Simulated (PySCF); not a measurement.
F3SiBr, in a box:

```
CELL_PARAMETERS angstrom
12.00000 0.00000 0.00000
0.00000 12.00000 0.00000
0.00000 0.00000 12.00000
ATOMIC_POSITIONS crystal
F 0.48084 0.50845 0.60767
Si 0.48885 0.49829 0.47769
F 0.44859 0.37890 0.44322
F 0.61416 0.51102 0.44309
Br 0.38801 0.62460 0.39799
```

Base run:

* Program: PySCF 2.14.0
* Functional: PBEsol0
* Potentials or basis: def2-svp (all-electron)
* k mesh: 1 × 1 × 1
* Occupations: fixed
* Spin: no spin polarisation

Its results: gap between the frontier levels 9.77 eV.

Task: After a change of settings the same cell gave: gap between the frontier levels 8.08 eV. Which change was it?
A. functional from PBEsol0 to revPBE; dispersion from none to D3(OP)
B. functional from PBEsol0 to rSCAN
C. functional from PBEsol0 to PBEsol; dispersion from none to D3

Result: B.

PBEsol0 gives the wider gap, since exact exchange removes part of the self-interaction.

Caveats: this is a molecule in a periodic box at the Γ point, so its band gap is the HOMO-LUMO gap; relativity is left out, which matters for the heavier elements; the basis of atomic orbitals isn't converged, which shifts pressures, moduli and gaps.

Not every run made on this cell is shown here.
